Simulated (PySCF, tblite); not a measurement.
**C2H6BNO: geometry, infrared bands, NMR shifts and spin-spin couplings**

What infrared bands, NMR shifts and spin-spin couplings should C2H6BNO (`CC#[N+][BH2-]O`) show?

Programs: tblite 0.8.0 and PySCF 2.14.0, with density-fitted response routines of our own. Each step states its level of theory. These are calculated values for one molecule in the gas phase, unless marked as measured. Atoms count from 0, in the outputs and in this text.

**1. The starting structure**

11 atoms, charge 0, multiplicity 1; geometry from: force field or distance geometry start.

Bonds of the start (Å): C0–C1 1.45, C1–N2 1.17, N2–B3 1.48, B3–O4 1.48, C0–H5 1.14, C0–H6 1.11, C0–H7 1.12, B3–H8 1.20, B3–H9 1.19, O4–H10 0.99.

**2. Geometry optimisation with GFN2-xTB**

What the job is given:

```
{"job": {"kind": "relax", "xc": "GFN2-xTB", "basis": "xTB"}, "charge": 0, "multiplicity": 1}
C     -2.217200     0.326000     0.348700
C     -0.833900     0.024500     0.024400
N      0.279200    -0.226600    -0.230700
B      1.679100    -0.551800    -0.596000
O      2.524200     0.661600    -0.566900
H     -2.918800     0.012600    -0.486700
H     -2.385100     1.402100     0.539600
H     -2.517600    -0.331800     1.206300
H      1.768200    -1.043100    -1.689400
H      2.126200    -1.362900     0.144200
H      2.501200     1.092000     0.320400
```

On the command line:

```console
> OMP_NUM_THREADS=1 python probes_run.py task.json out
```

One launch serves the whole session: the jobs run in the order shown.

**Question.** This job is followed by: GFN2-xTB harmonic vibrations, gas phase; GIAO PBE0/pcSseg-1 NMR shielding, non-relativistic, gas phase; B3LYP/pcJ-1 indirect spin-spin coupling, non-relativistic, gas phase. What will the session give for the following? strongest single infrared mode (GFN2-xTB); zero-point energy (GFN2-xTB); 13C shifts against TMS (PBE0/pcSseg-1); 1H shifts against TMS (PBE0/pcSseg-1, means over atoms taken as alike); 15N shifts against NH3 (PBE0/pcSseg-1); 11B shifts against BF3·OEt2 (PBE0/pcSseg-1); 17O shifts against H2O (PBE0/pcSseg-1); largest coupling of the table (B3LYP/pcJ-1).

The runs gave:

| quantity | value |
| --- | --- |
| strongest single infrared mode (GFN2-xTB) | 1060 cm⁻¹, 271 km/mol |
| zero-point energy (GFN2-xTB) | 50.3 kcal/mol |
| 13C shifts against TMS (PBE0/pcSseg-1) | 127.2, 2.1 ppm |
| 1H shifts against TMS (PBE0/pcSseg-1, means over atoms taken as alike) | 3.02, 2.41, 0.93 ppm |
| 15N shifts against NH3 (PBE0/pcSseg-1) | 253.5 ppm |
| 11B shifts against BF3·OEt2 (PBE0/pcSseg-1) | -11.6 ppm |
| 17O shifts against H2O (PBE0/pcSseg-1) | 45.8 ppm |
| largest coupling of the table (B3LYP/pcJ-1) | 1J(C,H) C0–H5, 142.2 Hz |

What this shows: Relaxing lowered the energy by 0.354 eV in 53 steps; the close pair that moved most is N2–B3, from 1.483 to 1.595 Å. All 27 modes are real, so the xTB geometry is a minimum. The strongest single mode, at 1060 cm⁻¹, is carried by H9, H8, N2. Unscaled tight-binding wavenumbers are off by several per cent, some by more. Its intensities can rank the bands wrongly. At PBE0/pcSseg-1: Shielding is most anisotropic at N2 (span 487 ppm, paramagnetic term -323 ppm). In the run at B3LYP/pcJ-1, the largest coupling of the table is C0–H5 (mean over like pairs), 142.2 Hz, of which the Fermi-contact term gives 140.6 Hz.
